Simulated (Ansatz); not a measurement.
Sn3Te under changes of volume

One of the cells (29.205 Å³/atom); the others are scaled copies at fixed shape and fractional positions:

```xyz
4
Lattice="-2.3009 2.3009 5.5165 2.3009 -2.3009 5.5165 2.3009 2.3009 -5.5165" Properties=species:S:1:pos:R:3 pbc="T T T"
Te    0.0000    0.0000    0.0000
Sn    0.0000    0.0000    5.5165
Sn    2.3009    0.0000    2.7582
Sn    0.0000    2.3009    2.7582
```

The cell comes from a database or a generator and needn't be the stable form of this composition.

```yaml
Program: Ansatz 0.2.0
Functional: r2SCAN
Potentials_or_basis: Ansatz PAW
Cutoff: "500 eV (not typed: the program's choice for these potentials)"
k_mesh: 8 × 8 × 8
Occupations: fermi-dirac, width 0.05 eV
Spin: no spin polarisation
```

```tsv
volume (Å³/atom)	energy over the lowest point (meV/atom)	pressure (GPa)
27.453	6.25	2.0
28.037	1.14	0.9
28.621	0.00	-0.2
29.205	2.39	-1.1
29.789	7.92	-1.9
30.373	16.25	-2.6
30.958	?	?
```

**Question.** What does the run at 30.958 Å³/atom give?

**Answer.** Energy over the lowest point 27.04 meV/atom; pressure -3.2 GPa.

Worked out: A Birch-Murnaghan fit of order 3 (a polynomial in V^(-2/3)) to the other rows has its minimum at 28.51 Å³/atom with B0 = V·E''(V) = 48 GPa and B' = 4.7 at fixed shape and positions, which overstates the stiffness. It gives 27.09 meV/atom at 30.958 Å³/atom, against the run's 27.04, and -dE/dV = -3.3 GPa, against -3.2.

Energies are extrapolated to zero smearing.

Caveats: the PAW data sets come from PBE, with cores solved anew for the run's functional, which leaves a small shift of forces and pressure.
